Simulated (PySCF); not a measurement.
# SSc (ScS): the cost of one run

Computed with PySCF 2.14.0, with density-fitted response routines of our own, on a single molecule in the gas phase. Atoms are numbered from 0 throughout.

### Step 1. The molecule as given

2 atoms, charge 0, multiplicity 2; geometry from: GFN2-xTB. The atoms were then displaced at random by about 0.03 Å, so the start is not that level's minimum.

Bonds of the start (Å): S0–Sc1 2.44.

### Step 2. Optimising the geometry at PBE0-D3(BJ)/def2-SVP

The job: settings as JSON, then the geometry in Å.

```
{"job": {"xc": "PBE0", "basis": "def2-SVP", "d3": "d3bj", "grid": 1, "shake": 0.03, "kind": "geom"}, "charge": 0, "multiplicity": 2}
S      1.243390    -0.082360     0.006750
Sc    -1.193670    -0.005350    -0.028980
```

Command:

```sh
OMP_NUM_THREADS=1 python probes_run.py task.json out
```

One launch serves the whole session: the jobs run in the order shown.

Q: Estimate the wall time and peak memory of this first job on 1 thread of AMD EPYC 9R45, shared host.

About 10 s, with a peak of 0.25 GiB.
